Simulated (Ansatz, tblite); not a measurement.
# C18H14: rung by rung

One table from this session's results is given with a row withheld; the runs are named, their logs left out.

Method: as each input shows; program: Ansatz 0.2.0, Gaussian basis.

Levels to be run: GFN1-xTB, GFN2-xTB, PBE-D4/def2-TZVP, r2SCAN-D4/def2-TZVP, HSE06-D4/def2-TZVP, ωB97X-V/def2-TZVP, r2SCAN0-D4/def2-TZVP, LC-ωPBE(0.10)/def2-SVP, LC-ωPBE(0.15)/def2-SVP, LC-ωPBE(0.20)/def2-SVP, LC-ωPBE(0.30)/def2-SVP, PBE-D4/def2-SVP, PBE0-D4/def2-SVP, HF/6-31G, B3LYP-D4/6-31G, CCSD(T)/def2-SVP, MP2/def2-TZVP, RPA/def2-TZVP.

### The relaxed structure

The geometry is that of the singlet, from an earlier relaxation (r2SCAN-D4/def2-SVP).

32 atoms, charge 0, spin multiplicity 1.

Bond lengths: C1–C2 1.398 Å, C1–C18 1.399 Å, C1–H19 1.094 Å, C2–C3 1.396 Å, C2–H20 1.094 Å, C3–C4 1.408 Å, C3–H21 1.094 Å, C4–C5 1.480 Å, C4–C17 1.408 Å, C5–C6 1.408 Å, C5–C16 1.408 Å, C6–C7 1.393 Å, C6–H22 1.094 Å, C7–C8 1.408 Å, C7–H23 1.094 Å, C8–C9 1.480 Å, C8–C15 1.408 Å, C9–C10 1.408 Å and more. Angles: C2–C1–C18 119.5°, C2–C1–H19 120.3°, C18–C1–H19 120.3°, C1–C2–C3 120.3°, C1–C2–H20 120.1°, C3–C2–H20 119.6°, C2–C3–C4 120.9°, C2–C3–H21 119.6°, C4–C3–H21 119.4°, C3–C4–C5 120.9°, C3–C4–C17 118.1°, C5–C4–C17 120.9°, C4–C5–C6 121.2°, C4–C5–C16 121.2°, C6–C5–C16 117.6°, C5–C6–C7 121.2°, C5–C6–H22 119.5°, C7–C6–H22 119.3° and more.

Geometry (Å):

```xyz
32

C    -5.7294    0.0329    0.0848
C    -5.0303    0.9778   -0.6729
C    -3.6346    0.9706   -0.6930
C    -2.9052    0.0168    0.0431
C    -1.4255    0.0083    0.0211
C    -0.6903    1.2065   -0.0508
C     0.7024    1.1986   -0.0684
C     1.4255   -0.0082   -0.0211
C     2.9052   -0.0168   -0.0430
C     3.6135   -1.0398   -0.7029
C     5.0091   -1.0470   -0.7243
C     5.7294   -0.0330   -0.0850
C     5.0401    0.9891    0.5755
C     3.6445    0.9980    0.5953
C     0.6902   -1.2066    0.0477
C    -0.7024   -1.1984    0.0714
C    -3.6234   -0.9288    0.8006
C    -5.0190   -0.9198    0.8221
H    -6.8231    0.0391    0.1010
H    -5.5762    1.7211   -1.2618
H    -3.0986    1.6962   -1.3122
H    -1.2210    2.1627   -0.0737
H     1.2429    2.1469   -0.1397
H     3.0601   -1.8222   -1.2308
H     5.5382   -1.8457   -1.2530
H     6.8231   -0.0392   -0.1012
H     5.5938    1.7815    1.0882
H     3.1160    1.7868    1.1390
H     1.2215   -2.1611    0.1033
H    -1.2433   -2.1483    0.1104
H    -3.0775   -1.6608    1.4033
H    -5.5557   -1.6569    1.4271
```

PBE0-D4/def2-TZVP was run before; its log isn't repeated, and its numbers join the tables.

Set-up of the first run:

Tight binding, by tblite at 300 K electronic temperature and without a spin-polarisation term:

```python
tblite.interface.Calculator('GFN1-xTB', numbers, positions, charge=0, uhf=0).singlepoint()
```

Tight binding, by tblite at 300 K electronic temperature and without a spin-polarisation term:

```python
tblite.interface.Calculator('GFN2-xTB', numbers, positions, charge=0, uhf=0).singlepoint()
```

start.molden holds the orbitals of an earlier run on this state, given as this run's starting guess.

in.yaml

```yaml
crystal:
  periodic: [false, false, false]
  atoms:
    - {symbol: C, position_ang: [-5.729426, 0.032862, 0.084802]}
    - {symbol: C, position_ang: [-5.030270, 0.977796, -0.672879]}
    - {symbol: C, position_ang: [-3.634637, 0.970620, -0.693039]}
    - {symbol: C, position_ang: [-2.905205, 0.016825, 0.043138]}
    - {symbol: C, position_ang: [-1.425527, 0.008280, 0.021109]}
    - {symbol: C, position_ang: [-0.690290, 1.206502, -0.050798]}
    - {symbol: C, position_ang: [0.702416, 1.198588, -0.068448]}
    - {symbol: C, position_ang: [1.425508, -0.008220, -0.021111]}
    - {symbol: C, position_ang: [2.905198, -0.016774, -0.043001]}
    - {symbol: C, position_ang: [3.613503, -1.039778, -0.702936]}
    - {symbol: C, position_ang: [5.009121, -1.047024, -0.724275]}
    - {symbol: C, position_ang: [5.729412, -0.032966, -0.084990]}
    - {symbol: C, position_ang: [5.040104, 0.989064, 0.575465]}
    - {symbol: C, position_ang: [3.644476, 0.997973, 0.595346]}
    - {symbol: C, position_ang: [0.690222, -1.206605, 0.047739]}
    - {symbol: C, position_ang: [-0.702392, -1.198380, 0.071353]}
    - {symbol: C, position_ang: [-3.623363, -0.928808, 0.800611]}
    - {symbol: C, position_ang: [-5.018964, -0.919806, 0.822092]}
    - {symbol: H, position_ang: [-6.823107, 0.039071, 0.101042]}
    - {symbol: H, position_ang: [-5.576208, 1.721052, -1.261812]}
    - {symbol: H, position_ang: [-3.098585, 1.696165, -1.312173]}
    - {symbol: H, position_ang: [-1.221016, 2.162684, -0.073684]}
    - {symbol: H, position_ang: [1.242852, 2.146915, -0.139741]}
    - {symbol: H, position_ang: [3.060123, -1.822192, -1.230825]}
    - {symbol: H, position_ang: [5.538160, -1.845699, -1.253024]}
    - {symbol: H, position_ang: [6.823094, -0.039240, -0.101188]}
    - {symbol: H, position_ang: [5.593775, 1.781496, 1.088180]}
    - {symbol: H, position_ang: [3.115991, 1.786763, 1.138986]}
    - {symbol: H, position_ang: [1.221539, -2.161115, 0.103284]}
    - {symbol: H, position_ang: [-1.243275, -2.148330, 0.110399]}
    - {symbol: H, position_ang: [-3.077507, -1.660799, 1.403316]}
    - {symbol: H, position_ang: [-5.555730, -1.656899, 1.427052]}
basis:
  gaussian: {orbitals: def2-TZVP, fitting: {mean_field: def2-universal-jkfit}, initial_orbitals: start.molden}
hamiltonian: {xc: pbe, dispersion: d4}
scf: {omitted_lower_state_checks: [starts]}
output: {orbitals: {seedname: orbitals}}
```

Run with:

```console
$ ansatz run in.yaml --threads 2 --pin off --events-out ev --progress --plain --max-ram 32768MiB --backend cuda --devices 0, --max-vram 18GiB
```

Among the steps run: PBE-D4/def2-TZVP; r2SCAN-D4/def2-TZVP; HSE06-D4/def2-TZVP; ωB97X-V/def2-TZVP; r2SCAN0-D4/def2-TZVP; LC-ωPBE(0.10)/def2-SVP; LC-ωPBE(0.15)/def2-SVP; LC-ωPBE(0.20)/def2-SVP; LC-ωPBE(0.30)/def2-SVP; PBE-D4/def2-SVP; PBE0-D4/def2-SVP; HF/6-31G; B3LYP-D4/6-31G; CCSD(T)/def2-SVP; MP2/def2-TZVP; RPA/def2-TZVP.

One table of the session follows, with a row left open; its other results are not shown here.

It belongs to the step «Binding energy». 

```
              method  binding an atom (eV)
            HF/6-31G                 3.727
         HF/def2-SVP                 3.988
        HF/def2-TZVP                 3.882
     PBE-D4/def2-SVP                 5.538
    PBE-D4/def2-TZVP                     ?
 r2SCAN-D4/def2-TZVP                 5.289
      B3LYP-D4/6-31G                 5.177
    PBE0-D4/def2-SVP                 5.432
   PBE0-D4/def2-TZVP                 5.348
r2SCAN0-D4/def2-TZVP                 5.207
  HSE06-D4/def2-TZVP                 5.353
   ωB97X-V/def2-TZVP                 5.237
        MP2/def2-SVP                 5.208
       MP2/def2-TZVP                 5.242
       CCSD/def2-SVP                 4.990
    CCSD(T)/def2-SVP                 5.073
```

**Question.** Estimate the row for PBE-D4/def2-TZVP.

**Answer.** binding an atom (eV): 5.457. In the column «binding an atom (eV)» it lies between PBE0-D4/def2-SVP (5.432) and PBE-D4/def2-SVP (5.538).

Limits of these values: Free atoms were run apart at each level; binding is atoms less cluster, divided by the number of atoms, without zero-point or spin-orbit terms.
